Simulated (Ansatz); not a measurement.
**C3H2ClF (SMILES FC1=CC1Cl): wB97M-V/def2-SVP**

Aim: the electronic atomisation energy of C3H2ClF at wB97M-V/def2-SVP, from 5 runs. 

Program for the calculation: Ansatz 0.2.0.

70 further runs of the same task are left out: 70 set aside as unsound or not needed. Runs told in other sessions of the task aren't counted.

## (1) The structure to begin with

The species is C3H2ClF (7 atoms), meant as a singlet with charge 0. As SMILES, `FC1=CC1Cl`. The shape is that of a PBE0-D4/def2-TZVP optimisation.

Bond lengths: F1–C2 1.299 Å, C2–C3 1.288 Å, C2–C4 1.439 Å, C3–C4 1.503 Å, C4–Cl5 1.797 Å, C3–H6 1.075 Å, C4–H7 1.086 Å. Some angles: F1–C2–C3 149.0°, F1–C2–C4 144.3°, C3–C2–C4 66.6°, C2–C3–C4 61.5°, C2–C4–C3 51.9°, C2–C4–Cl5 120.4°, C3–C4–Cl5 119.9°, C2–C3–H6 154.3°, C4–C3–H6 144.1°, C2–C4–H7 124.6°.

## (2) The energy at wB97M-V/def2-SVP

Input file run.yaml:

```yaml
basis:
  gaussian: {orbitals: def2-SVP}
crystal:
  periodic: [false, false, false]
  atoms:
    - symbol: F
      position_ang: [0.416000, -2.094500, -0.334400]
    - symbol: C
      position_ang: [0.254800, -0.851400, 0.006900]
    - symbol: C
      position_ang: [0.154700, 0.033300, 0.937200]
    - symbol: C
      position_ang: [0.000700, 0.474100, -0.491600]
    - symbol: Cl
      position_ang: [-1.623600, 0.912000, -1.122900]
    - symbol: H
      position_ang: [0.123900, 0.365700, 1.959300]
    - symbol: H
      position_ang: [0.734800, 1.092800, -1.000200]
hamiltonian: {xc: {name: wB97M-V}}
accuracy: high
output: {orbitals: {seedname: orbitals}}
```

On the command line:

```sh
$ ansatz run run.yaml --threads 1 --pin off --max-ram 2610MiB --events-out events.jsonl --progress --plain --runs-dir runs
```

The program printed:

```text
Warning: RAYON_NUM_THREADS=1 ignored (pool sized by the plan → 1); use --threads N
Functional definition: wB97M-V
  name "wB97M-V"
  parameter omega = 0.3/bohr
  parameter cx = 0.15
  parameter cx01 = 1.007
  parameter cx10 = 0.259
  parameter css00 = 0.443
  parameter css04 = -1.437
  parameter css10 = -4.535
  parameter css20 = -3.390
  parameter css43 = 4.278
  parameter cos00 = 1.000
  parameter cos10 = 1.358
  parameter cos20 = 2.924
  parameter cos21 = -8.812
  parameter cos60 = -1.390
  parameter cos61 = 9.142
  parameter b = 6.0
  parameter c = 0.01
  gx(w, u) = 1 - cx + cx01*u + cx10*w
  gss(w, u) = css00 + css04*u^4 + css10*w + css20*w^2 + css43*w^4*u^3
  gos(w, u) = cos00 + cos10*w + (cos20 + cos21*u)*w^2 + (cos60 + cos61*u)*w^6
  exchange = spin_sum(e_x_unif_sr(omega)*gx(b97_w, b97_u_x)) + cx*exact_x_sr(omega) + exact_x_lr(omega)
  correlation = spin_sum(e_c_pw_mod_same_spin*gss(b97_w, b97_u_same))
      + integral(e_c_pw_mod_opposite_spin*gos(b97_w_opposite, b97_u_opposite)) + vv10(b, c)
1846 factors; integrals over basis functions are off by at most 3.8e-9 eV
303 factors; integrals over basis functions are off by at most 2.3e-9 eV
mean field evaluation 1: about -18367.4830 eV, gradient 2.7e1 eV
mean field evaluation 2: about -18368.3540 eV, gradient 1.9e1 eV
mean field evaluation 4: about -18369.0893 eV, gradient 1.2e0 eV
mean field evaluation 8: about -18369.2377 eV, gradient 1.5e-1 eV
mean field evaluation 16: about -18369.2378 eV, gradient 9.6e-5 eV
mean field -18369.23779605 eV, -675.0570378883 hartree, gradient 2.4e-8 eV, S^2 0.000000; 0 other end points of the search recorded, 0 dependent functions left out
reference -18369.23779911 eV, -675.0570380008 hartree; 23, 23 occupied and 61, 61 virtual orbitals, 1846 factors
Total energy: -18369.23779911 eV, -675.0570380008 hartree
```

It took 24 s on 1 thread of Intel Xeon 6975P-C (Granite Rapids), shared host; peak memory 0.51 GiB.

## (3) The C atom, same level

Input file job.yaml:

```yaml
crystal:
  periodic: [false, false, false]
  atoms:
    - {symbol: C, position_ang: [0.000000, 0.000000, 0.000000]}
basis:
  gaussian:
    orbitals: def2-SVP
magnetization:
  spin_polarized: true
  initial_magnetization: 2
hamiltonian:
  xc: {name: wB97M-V}
accuracy: high
```

On the command line:

```sh
$ ansatz run job.yaml --threads 1 --pin off --max-ram 2610MiB --events-out events.jsonl --progress --plain --runs-dir runs
```

The program printed, cut to the lines that bear on the results:

```text
Warning: RAYON_NUM_THREADS=1 ignored (pool sized by the plan → 1); use --threads N
[... 2 set-up lines as earlier in the session ...]
[...]
  gx(w, u) = 1 - cx + cx01*u + cx10*w
  gss(w, u) = css00 + css04*u^4 + css10*w + css20*w^2 + css43*w^4*u^3
  gos(w, u) = cos00 + cos10*w + (cos20 + cos21*u)*w^2 + (cos60 + cos61*u)*w^6
[...]
      + integral(e_c_pw_mod_opposite_spin*gos(b97_w_opposite, b97_u_opposite)) + vv10(b, c)
95 factors; integrals over basis functions are off by at most 2.0e-9 eV
55 factors; integrals over basis functions are off by at most 1.8e-9 eV
[...]
mean field -1028.57619483 eV, -37.7994779659 hartree, gradient 9.4e-8 eV, S^2 2.001813; 0 other end points of the search recorded, 0 dependent functions left out
reference -1028.57619676 eV, -37.7994780371 hartree; 4, 2 occupied and 10, 12 virtual orbitals, 95 factors
Total energy: -1028.57619676 eV, -37.7994780371 hartree
```

Wall time 0.82 s (1 thread of Intel Xeon 6975P-C (Granite Rapids), shared host); peak memory 0.17 GiB.

## (4) The Cl atom

Input file run.yaml:

```yaml
basis:
  gaussian:
    orbitals: def2-SVP
crystal:
  periodic: [false, false, false]
  atoms:
    - symbol: Cl
      position_ang: [0.000000, 0.000000, 0.000000]
hamiltonian:
  xc: {name: wB97M-V}
accuracy: high
magnetization:
  spin_polarized: true
  initial_magnetization: 1
```

Run the same way, it converges to -459.96766 Eh (log not shown).

## (5) The F atom, same level

Input file in.yaml:

```yaml
crystal:
  periodic: [false, false, false]
  atoms:
    - {symbol: F, position_ang: [0.000000, 0.000000, 0.000000]}
basis:
  gaussian: {orbitals: def2-SVP}
accuracy: high
hamiltonian: {xc: {name: wB97M-V}}
magnetization: {spin_polarized: true, initial_magnetization: 1}
```

On the command line:

```sh
$ ansatz run in.yaml --threads 1 --pin off --max-ram 2610MiB --events-out events.jsonl --progress --plain --runs-dir runs
```

The program printed, cut to the lines that bear on the results:

```text
Warning: RAYON_NUM_THREADS=1 ignored (pool sized by the plan → 1); use --threads N
[... 2 set-up lines as earlier in the session ...]
[...]
  gx(w, u) = 1 - cx + cx01*u + cx10*w
  gss(w, u) = css00 + css04*u^4 + css10*w + css20*w^2 + css43*w^4*u^3
  gos(w, u) = cos00 + cos10*w + (cos20 + cos21*u)*w^2 + (cos60 + cos61*u)*w^6
[...]
      + integral(e_c_pw_mod_opposite_spin*gos(b97_w_opposite, b97_u_opposite)) + vv10(b, c)
95 factors; integrals over basis functions are off by at most 1.3e-9 eV
51 factors; integrals over basis functions are off by at most 4.2e-10 eV
[...]
mean field -2710.64344062 eV, -99.6143091027 hartree, gradient 7.4e-9 eV, S^2 0.751096; 0 other end points of the search recorded, 0 dependent functions left out
reference -2710.64344121 eV, -99.6143091242 hartree; 5, 4 occupied and 9, 10 virtual orbitals, 95 factors
Total energy: -2710.64344121 eV, -99.6143091242 hartree
```

Run time: 1 s. Hardware: 1 thread of Intel Xeon 6975P-C (Granite Rapids), shared host; peak memory 0.17 GiB.

## (6) The H atom

Input file input.yaml:

```yaml
basis:
  gaussian:
    orbitals: def2-SVP
crystal:
  periodic: [false, false, false]
  atoms:
    - {symbol: H, position_ang: [0.000000, 0.000000, 0.000000]}
magnetization:
  spin_polarized: true
  initial_magnetization: 1
hamiltonian:
  xc: {name: wB97M-V}
accuracy: high
```

Run the same way, it converges to -0.49171 Eh (log not shown).

## (7) Outcome

At wB97M-V/def2-SVP:

```
                     quantity          value
       molecule: total energy  -675.05704 Eh
        molecule: HOMO energy      -10.19 eV
        molecule: LUMO energy        2.38 eV
      molecule: HOMO–LUMO gap       12.57 eV
         C atom: total energy   -37.79948 Eh
                 C atom: ⟨S²⟩          2.002
        Cl atom: total energy  -459.96766 Eh
                Cl atom: ⟨S²⟩          0.751
         F atom: total energy   -99.61431 Eh
                 F atom: ⟨S²⟩          0.751
         H atom: total energy    -0.49171 Eh
                 H atom: ⟨S²⟩          0.750
electronic atomisation energy      29.748 eV
```

**Reading.** Taking the molecule apart into free atoms costs 29.75 eV (2870 kJ/mol), before zero-point energy and without spin-orbit coupling.
